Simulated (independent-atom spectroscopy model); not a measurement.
# Sr3RhN3: spectra and optical constants from atomic data

What would one expect for Sr3RhN3? Wanted: its thin-foil X-ray spectrum and its X-ray refractive index.

Program: independent-atom spectroscopy model, version 2. Model: independent atoms, textbook formulas over atomic cross sections; no chemical shifts or fine structure; level and line energies, yields and scattering factors come from tables. All values are calculated, but those marked as tabulated.

### Step 1. What is given

```
formula          : Sr3RhN3
density          : 4.984 g/cm³ (from a DFT-relaxed cell)
molar mass       : 407.79 g/mol
atoms per volume : 51.5 per nm³
```

| element | atoms (%) | mass (%) |
| --- | --- | --- |
| Sr | 42.9 | 64.5 |
| Rh | 14.3 | 25.2 |
| N | 42.9 | 10.3 |

### Step 2. EDX spectrum in the electron microscope

Model: thin-foil X-ray emission: photons = atoms x relativistic binary-encounter-Bethe cross section (averaged denominator) with Coster-Kronig feeding x tabulated yield and branching; no absorption or detector response; main K, L (from Ca) and M (from Gd) lines over 0.5 percent, close pairs merged.

Input values:

```json
{
  "elements": ["Sr", "Rh", "N"],
  "counts": [3, 1, 3],
  "density": 4.984,
  "beam_energy": 100.0,
  "range_end": 40
}
```

Units: density in g/cm³, beam_energy in keV, range_end in keV.

### Step 3. X-ray refractive index

Model: refractive index n = 1 - delta + i beta from Henke atomic scattering factors, independent atoms (rough under about 100 eV); 1/e length of the intensity, critical angle sqrt(2 delta) where beta is under 0.3 delta.

Input values:

```json
{
  "elements": ["Sr", "Rh", "N"],
  "counts": [3, 1, 3],
  "density": 4.984,
  "photon_energy": [103.0, 139.0, 153.0, 183.3, 327.0, 676.8, 1740.0, 9251.7]
}
```

Units: density in g/cm³, photon_energy in eV.

Before running it: what results should come out? Wanted: strongest thin-foil line.

As calculated:

| quantity | value |
| --- | --- |
| strongest thin-foil line | Sr Lα1+2, 1.806 keV |
| δ, β at 9251.7 eV | 1.06e-05, 4.29e-07 |
| 1/e length at 9251.7 eV | 24.8 μm |
| critical angle there | 0.263° |

**Reading.** In the thin-foil spectrum the strongest is Sr Lα1+2 at 1.806 keV; Sr gives 66 % of the summed signal with 43 % of the atoms. From 103.0 to 9251.7 eV the 1/e length grows by a factor of 130. These are estimates from free-atom data; close to edges a real sample differs.
